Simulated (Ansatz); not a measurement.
**CH₅InSi: a ladder of functionals and wavefunction methods**

An exercise on one series of results from a longer session: the logs are not shown, and one member is left open.

Computed with Ansatz 0.2.0, Gaussian basis. Level: functionals in def2-TZVPP, the program's frozen cores in correlated methods.

Levels to be run: LDA (SPW92), PBE-D4, revPBE-D4, BLYP-D4, r2SCAN-D4, B97M-V, PBE0-D4, B3LYP-D4, r2SCANh-D4, r2SCAN0-D4, HSE06-D4, BHLYP-D4, CAM-B3LYP-D4, LC-ωPBE, ωB97X-V, ωB97M-V, B2PLYP, PBE-QIDH; CCSD(T)/def2-SVP; CCSD(T)/def2-TZVPP; MP2/def2-QZVPP; extrapolation to the limit; RPA on PBE.

1 further run of the same task is left out (for a known fault of the program).

## The relaxed structure

The geometry comes from an earlier relaxation with PBE0-D4 in a triple-zeta def2 set; it is a stationary point, not always the lowest conformer. In takes the def2 core potential; no spin-orbit term is included.

8 atoms, charge 0, spin multiplicity 1.

Atoms are counted from 1 here; the program's logs count them from 0.

Bond lengths: C1–Si2 1.741 Å, C1–H4 1.084 Å, C1–H5 1.084 Å, Si2–In3 2.681 Å, Si2–H6 1.479 Å, Si2–H7 1.479 Å, In3–H8 1.771 Å. Angles: Si2–C1–H4 122.4°, Si2–C1–H5 122.4°, H4–C1–H5 115.2°, C1–Si2–In3 77.2°, C1–Si2–H6 120.8°, C1–Si2–H7 120.8°, In3–Si2–H6 106.9°, In3–Si2–H7 106.9°, H6–Si2–H7 114.1°, Si2–In3–H8 118.7°.

The first run:

The input, in.yaml:

```yaml
crystal:
  periodic: [false, false, false]
  atoms:
    - {symbol: C, position_ang: [-0.662617, 0.028565, -0.753523]}
    - {symbol: Si, position_ang: [0.497831, 1.050978, 0.045551]}
    - {symbol: In, position_ang: [0.750123, -1.271942, 1.360204]}
    - {symbol: H, position_ang: [-0.406623, -0.578882, -1.614495]}
    - {symbol: H, position_ang: [-1.693744, -0.046366, -0.426465]}
    - {symbol: H, position_ang: [0.062885, 2.061057, 1.034900]}
    - {symbol: H, position_ang: [1.808838, 1.338897, -0.576237]}
    - {symbol: H, position_ang: [-0.264394, -2.639507, 0.874266]}
basis:
  gaussian: {orbitals: def2-TZVPP}
hamiltonian: {xc: lda}
output: {orbitals: {seedname: orbitals}}
```

Started as:

```sh
ansatz run in.yaml --threads 2 --pin off --events-out ev --progress --plain --max-ram 4352MiB
```

Among the steps run: LDA; PBE-D4 (GGA); revPBE-D4 (GGA); BLYP-D4 (GGA); r2SCAN-D4 (meta-GGA); B97M-V (meta-GGA); PBE0-D4 (hybrid); B3LYP-D4 (hybrid); r2SCANh-D4 (hybrid); r2SCAN0-D4 (hybrid); HSE06-D4 (hybrid); BHLYP-D4 (hybrid); CAM-B3LYP-D4 (range-separated); LC-ωPBE (range-separated); ωB97X-V (range-separated); ωB97M-V (range-separated); B2PLYP (double hybrid); PBE-QIDH (double hybrid).

One of the session's tables, all rows but one given; the rest of the session is left out.

It belongs to the step «Frontier levels by functional». 

| functional | HOMO (eV) | LUMO (eV) | gap (eV) |
| --- | --- | --- | --- |
| LDA (SPW92) | ? | ? | ? |
| PBE-D4 | -4.75 | -2.50 | 2.25 |
| revPBE-D4 | -4.68 | -2.39 | 2.29 |
| BLYP-D4 | -4.62 | -2.42 | 2.19 |
| r2SCAN-D4 | -4.90 | -2.31 | 2.59 |
| B97M-V | -4.81 | -2.51 | 2.29 |
| PBE0-D4 | -5.49 | -1.79 | 3.70 |
| B3LYP-D4 | -5.37 | -2.02 | 3.35 |
| r2SCANh-D4 | -5.18 | -2.06 | 3.13 |
| r2SCAN0-D4 | -5.61 | -1.70 | 3.92 |
| HSE06-D4 | -5.12 | -2.15 | 2.97 |
| BHLYP-D4 | -6.12 | -1.11 | 5.01 |
| CAM-B3LYP-D4 | -6.55 | -0.94 | 5.61 |
| LC-ωPBE | -7.60 | 0.07 | 7.67 |
| ωB97X-V | -7.35 | -0.03 | 7.32 |
| ωB97M-V | -7.32 | -0.28 | 7.04 |

**Question.** Estimate the row for LDA (SPW92).

As computed: HOMO (eV): -4.93; LUMO (eV): -2.74; gap (eV): 2.19. In the column «HOMO (eV)» it lies between HSE06-D4 (-5.12) and r2SCAN-D4 (-4.90).
